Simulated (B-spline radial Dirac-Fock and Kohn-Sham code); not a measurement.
**Inner shells of Re**

Aim: for atomic rhenium, compute its X-ray form factor and Compton profile and the binding energy of each subshell.

Program: B-spline radial Dirac-Fock and Kohn-Sham code, version 2. Model: a free atom or ion on a radial basis; each step names its model. All values are calculated, but those marked as tabulated.

### 1 What is computed

Neutral rhenium, configuration 1s2 2s2 2p6 3s2 3p6 3d10 4s2 4p6 4d10 4f14 5s2 5p6 5d5 6s2.

| Item | Value |
| --- | --- |
| nuclear charge | 75 |
| electrons | 75 |
| mass number | 187 |
| nuclear rms radius | 5.3698 fm |

Outer shells as boxes (Hund's rule, for the drawing alone; heavy ions are jj-coupled, and the calculation averages over the configuration):

```
[Xe] core
4f [↑↓][↑↓][↑↓][↑↓][↑↓][↑↓][↑↓]
5d [↑ ][↑ ][↑ ][↑ ][↑ ]
6s [↑↓]
```

### 2 X-ray scattering functions

Model: Dirac-Fock average of configuration, finite nucleus; form factor of the spherical density, Waller-Hartree incoherent function, impulse-approximation Compton profiles.

Settings, as recorded:

```ini
task = scatter
Z = 75
charge = 0
configuration = 1s2 2s2 2p6 3s2 3p6 3d10 4s2 4p6 4d10 4f14 5s2 5p6 5d5 6s2
mass_number = 187
rms_radius = 5.3698  # fm
s = [0.0, 0.05, 0.1, 0.15, 0.2, 0.25, 0.3, 0.35, 0.4, 0.45, 0.5, 0.6, 0.7, 0.8, 0.9, 1.0, 1.1, 1.2, 1.4, 1.6, 1.8, 2.0, 2.5, 3.0, 3.5, 4.0, 5.0, 6.0]  # 1/A
pz = [0, 0.1, 0.2, 0.3, 0.4, 0.5, 0.6, 0.8, 1.0, 1.2, 1.4, 1.6, 1.8, 2.0, 2.5, 3.0, 4.0, 5.0, 7.0, 10.0, 15.0, 20.0, 30.0, 40.0, 60.0, 100.0]  # a.u.
photon_energy = [1000, 2000, 5000, 8047.8, 10000, 17479.3, 20000, 30000, 50000, 100000, 200000, 500000, 1000000]  # eV
```

Results of the run (chosen fields of its result record, rounded):

```text
status: converged
form_factor [e]: [75.0, 73.785, 70.785, 67.098, 63.345, 59.714, 56.251, 52.978, 49.91, 47.053, 44.404, 39.67, 35.572, 31.994, 28.863, 26.145, 23.818, 21.854, 18.862, 16.801, 15.293, 14.056, 11.319, 8.9107, 7.1019, 5.9271, 4.7132, 3.9665]
incoherent: [4.9267e-12, 1.6176, 4.6509, 7.4225, 9.9973, 12.499, 14.887, 17.154, 19.317, 21.38, 23.327, 26.825, 29.825, 32.468, 34.878, 37.114, 39.203, 41.166, 44.777, 48.012, 50.853, 53.283, 57.818, 60.919, 63.238, 65.069, 67.763, 69.611]
compton_total [1/a.u.]: [11.1, 10.833, 10.172, 9.4065, 8.7592, 8.2924, 7.9637, 7.4599, 6.9328, 6.3501, 5.7708, 5.2467, 4.803, 4.4432, 3.837, 3.4644, 2.8643, 2.2763, 1.3982, 0.79024, 0.39001, 0.215, 0.08155, 0.037649, 0.011822, 0.0023565]
shells: ["1s1/2", "2s1/2", "2p1/2", "2p3/2", "3s1/2", "3p1/2", "3p3/2", "3d3/2", "3d5/2", "4s1/2", "4p1/2", "4p3/2", "4d3/2", "4d5/2", "4f5/2", "4f7/2", "5s1/2", "5p1/2", "5p3/2", "5d3/2", "5d5/2", "6s1/2"]
occupation: [2.0, 2.0, 2.0, 4.0, 2.0, 2.0, 4.0, 4.0, 6.0, 2.0, 2.0, 4.0, 4.0, 6.0, 6.0, 8.0, 2.0, 2.0, 4.0, 2.0, 3.0, 2.0]
mean_momentum [a.u.]: [78.61, 28.078, 37.001, 32.612, 14.155, 16.896, 15.583, 18.735, 18.277, 7.2351, 8.1179, 7.5506, 8.291, 8.0928, 8.0478, 7.941, 2.8862, 3.0114, 2.7426, 2.1791, 2.0857, 0.72822]
r2 [bohr^2]: 69.663
r_inverse [1/bohr]: 557.34
r1 [bohr]: 46.009
coherent [b]: [3592.7, 3274.7, 2345.9, 1695.8, 1401.6, 759.1, 642.65, 380.02, 177.58, 57.454, 16.76, 3.0263, 0.78682]
incoherent_cross_section [b]: [1.2638, 3.2539, 8.4248, 12.667, 14.852, 20.888, 22.408, 26.764, 30.544, 31.624, 28.414, 21.209, 15.7]
radial_jk:
  5d: {"j0": [1.0, 0.92572, 0.73869, 0.51367, 0.31148, 0.1594, 0.059572, 0.0024446, -0.024323, -0.031766, -0.028301, -0.0097422, 0.007183, 0.016239, 0.018322, 0.016129, 0.01209, 0.0078267, 0.0015475, -0.00096234, -0.00094202, 0.00013481, 0.0024586, 0.0024935, 0.0015043, 0.0005673, -0.00027345, -0.00032714], "j2": [0.0, 0.02913, 0.096712, 0.16413, 0.20541, 0.21519, 0.20036, 0.17106, 0.13608, 0.1015, 0.070848, 0.026387, 0.0031963, -0.0051323, -0.0052244, -0.0018574, 0.002143, 0.0054042, 0.0083413, 0.0075737, 0.0052595, 0.0028978, -0.00014162, -4.5239e-05, 0.00077773, 0.001288, 0.0012295, 0.00074019], "j4": [0.0, 0.00042598, 0.0054733, 0.019987, 0.042473, 0.066918, 0.087601, 0.10135, 0.10743, 0.10667, 0.10063, 0.079394, 0.054837, 0.033351, 0.017374, 0.0069878, 0.0011976, -0.0012867, -0.00086123, 0.0018113, 0.0039221, 0.0047951, 0.0034119, 0.001168, 5.2251e-05, -0.00011663, 0.00041083, 0.00071913], "r2": 4.2206, "r4": 35.606, "r6": 561.21}
```

Form factor and incoherent function, every second point:

```tsv
s (1/Å)	f (e)	f / N	S(s)	f, tabulated
0	75.00	1.000	0	74.96
0.100	70.79	0.944	4.651	70.83
0.200	63.34	0.845	9.997	63.34
0.300	56.25	0.750	14.89	56.31
0.400	49.91	0.665	19.32	49.90
0.500	44.40	0.592	23.33	44.36
0.700	35.57	0.474	29.83	35.62
0.900	28.86	0.385	34.88	28.87
1.10	23.82	0.318	39.20	23.77
1.40	18.86	0.251	44.78	18.88
1.80	15.29	0.204	50.85	15.31
2.50	11.32	0.151	57.82	11.25
3.50	7.102	0.095	63.24	7.200
5.00	4.713	0.063	67.76	4.621
```

Tabulated: Waasmaier and Kirfel, Acta Cryst. A51, 416 (1995).

### 3 Core and valence levels

Model: Dirac-Fock average of configuration, Delta-SCF, finite nucleus, first-order Breit with its frequency dependence, self-energy and vacuum polarisation.

Settings, as recorded:

```ini
task = binding
```

Results of the run (chosen fields of its result record, rounded):

```text
status: converged
shells: ["K", "L1", "L2", "L3", "M1", "M2", "M3", "M4", "M5", "N1", "N2", "N3", "N4", "N5", "N6", "N7", "O1", "O2", "O3", "O4,5", "P1"]
total_energy_parts [Ha]: [-16707.5833, 20.1629528, -2.13619331, -0.357390717, 14.7506937, -2.6970618]
koopmans [eV]: [72138.5, 12645.6, 12073.4, 10630.9, 2990.76, 2736.56, 2418.55, 1997.56, 1929.21, 657.648, 550.532, 475.534, 299.579, 285.478, 62.0199, 59.3242, 101.184, 65.9788, 54.4375, 10.3002, 7.57238]
dirac_coulomb [eV]: [72047.4, 12590.3, 12013.5, 10574.1, 2958.68, 2703.41, 2387.13, 1963.35, 1895.63, 643.356, 536.39, 462.525, 286.905, 273.185, 50.8349, 48.349, 96.9378, 62.1552, 51.1081, 8.57296, 7.22255]
gaunt [eV]: [-263.655, -28.9124, -49.8057, -34.0698, -5.16614, -9.19658, -5.97241, -3.92347, -2.62605, -1.03315, -1.88297, -1.09807, -0.491985, -0.222914, 0.170046, 0.269188, -0.135011, -0.226699, -0.104892, 0.0149431, -0.00814307]
retardation [eV]: [19.7642, 2.42084, 5.35247, 5.34589, 0.417807, 0.965483, 0.970795, 0.388345, 0.377185, 0.0910095, 0.209524, 0.202303, 0.05096, 0.048867, -0.0390756, -0.0385717, 0.00991067, 0.0236625, 0.0224241, -0.00145216, 0.000321901]
breit_frequency [eV]: [4.35937, -0.36911, -0.0401796, 1.92217, -0.0963954, -0.104939, 0.385728, -0.0402034, 0.0021803, -0.0248329, -0.0299663, 0.0876372, -0.0112037, -0.00169664, -0.00568101, -0.00472309, -0.00440967, -0.00513134, 0.012501, -0.000523493, -0.000320186]
self_energy [eV]: [-155.664, -22.5497, -0.216964, -1.6768, -5.17588, -0.150795, -0.414239, 0.378289, 0.191532, -1.24482, -0.0113768, -0.071893, 0.0987357, 0.0604707, 0.0674191, 0.0566902, -0.204772, 0.0146845, 0.00610691, 0.0181202, -0.0160786]
vacuum_polarisation [eV]: [29.9644, 4.07595, 0.184399, -0.148329, 0.909981, 0.043101, -0.0418573, -0.0456015, -0.0434423, 0.219703, 0.00739086, -0.0131859, -0.012822, -0.0123233, -0.00839997, -0.00825334, 0.0363372, -0.00144865, -0.00459525, -0.00297835, 0.00285925]
binding [eV]: [71682.1, 12544.9, 11968.9, 10545.5, 2949.57, 2694.97, 2382.06, 1960.11, 1893.53, 641.364, 534.682, 461.631, 286.538, 273.057, 51.0192, 48.6234, 96.6399, 61.9603, 51.0396, 8.60107, 7.20119]
mean_radius [bohr]: [0.0180366, 0.0755394, 0.0625427, 0.0705755, 0.19648, 0.186848, 0.201591, 0.176589, 0.181131, 0.440678, 0.445943, 0.477502, 0.493594, 0.504752, 0.568832, 0.577095, 1.05062, 1.15178, 1.24969, 1.90471, 3.27701]
screened [eV]: [71672.4, 12535.0, 11959.1, 10535.6, 2939.72, 2685.12, 2372.22, 1950.27, 1883.69, 631.507, 524.856, 451.793, 276.722, 263.24, 41.2212, 38.8205, 86.9922, 52.6664, 41.8643, "-", "-"]
screening_orbital: "5d"
```

total_energy_parts: Dirac-Coulomb, Gaunt, retardation, frequency dependence, self-energy, vacuum polarisation. 

The binding energies by parts, in eV; the parts add up.

```tsv
level	-ε	relaxation	Breit	QED	binding	screened	tabulated edge
K (1s)	72138.5	-91.11	-239.53	-125.70	71682.1	71672.4	71676.0
L1 (2s)	12645.6	-55.37	-26.86	-18.47	12544.9	12535.0	12527.0
L2 (2p1/2)	12073.4	-59.94	-44.49	-0.03	11968.9	11959.1	11959.0
L3 (2p3/2)	10630.9	-56.72	-26.80	-1.83	10545.5	10535.6	10535.0
M1 (3s)	2990.8	-32.08	-4.84	-4.27	2949.6	2939.7	2932.0
M2 (3p1/2)	2736.6	-33.15	-8.34	-0.11	2695.0	2685.1	2682.0
M3 (3p3/2)	2418.5	-31.42	-4.62	-0.46	2382.1	2372.2	2367.0
M4 (3d3/2)	1997.6	-34.21	-3.58	0.33	1960.1	1950.3	1949.0
M5 (3d5/2)	1929.2	-33.59	-2.25	0.15	1893.5	1883.7	1883.0
N1 (4s)	657.6	-14.29	-0.97	-1.03	641.4	631.5	625.4
N2 (4p1/2)	550.5	-14.14	-1.70	0.00	534.7	524.9	518.7
N3 (4p3/2)	475.5	-13.01	-0.81	-0.09	461.6	451.8	446.8
N4 (4d3/2)	299.6	-12.67	-0.45	0.09	286.5	276.7	273.9
N5 (4d5/2)	285.5	-12.29	-0.18	0.05	273.1	263.2	260.5
N6 (4f5/2)	62.02	-11.19	0.13	0.06	51.02	41.22	42.90
N7 (4f7/2)	59.32	-10.98	0.23	0.05	48.62	38.82	40.50
O1 (5s)	101.2	-4.25	-0.13	-0.17	96.64	86.99	83.00
O2 (5p1/2)	65.98	-3.82	-0.21	0.01	61.96	52.67	45.60
O3 (5p3/2)	54.44	-3.33	-0.07	0.00	51.04	41.86	34.60
O4,5 (5d)	10.30	-1.73	0.01	0.02	8.60	–	–
P1 (6s)	7.57	-0.35	-0.01	-0.01	7.20	–	–
```

Screened: the electron is put into 5d and not removed, as a hole screened by valence charge.

Edges: Elam, Ravel and Sieber, Radiat. Phys. Chem. 63, 121 (2002); they refer to the element in its standard state, for a metal from the Fermi level.

Line energies follow by subtraction:

```tsv
line	energy (eV)	tabulated (eV)	miss (%)
Kβ2' (K-N3)	71220.5	71232.0	-0.02
Kβ2'' (K-N2)	71147.5	71158.5	-0.02
Kβ1 (K-M3)	69300.1	69309.1	-0.01
Kβ3 (K-M2)	68987.2	68994.8	-0.01
Kα1 (K-L3)	61136.6	61141.1	-0.01
Kα2 (K-L2)	59713.2	59717.7	-0.01
Lγ4 (L1-O3)	12493.9	12492.1	+0.01
Lγ3 (L1-N3)	12083.3	12082.3	+0.01
Lγ2 (L1-N2)	12010.2	12008.8	+0.01
Lγ1 (L2-N4)	11682.4	11685.0	-0.02
Lγ5 (L2-N1)	11327.6	11333.7	-0.05
Lβ7 (L3-O1)	10448.9	–	-
Lβ2 (L3-N5)	10272.5	10275.1	-0.03
Lβ15 (L3-N4)	10259.0	10261.6	-0.03
```

Tabulated lines: xraylib 4.2.

### 4 What came out

```
                          quantity         value
  rms radius of the electron cloud    0.964 bohr
             form factor halves at      0.65 1/Å
           Compton profile at zero  11.10 1/a.u.
      deepest level listed, K (1s)    71682.1 eV
              least bound, P1 (6s)       7.20 eV
                               Kα1    61136.6 eV
ionisation energy, NIST (measured)    7.83352 eV
```

The form factor starts at the 75 electrons and halves by s = 0.65 1/Å. Incoherent scattering outweighs coherent from 200 keV on, among the energies asked. Up to 2 1/Å f stays within 0.27 % of the table. The K (1s) level lies 91.1 eV under Koopmans' value by relaxation alone; Breit gives -239.53 and QED -125.70 eV. NIST's ionisation energy differs by +0.63 eV from the least binding energy; the calculation averages open shells over their j components and terms. Kα1 misses the table by -4.5 eV. The Hartree-Fock and Dirac-Fock values hold no electron correlation.
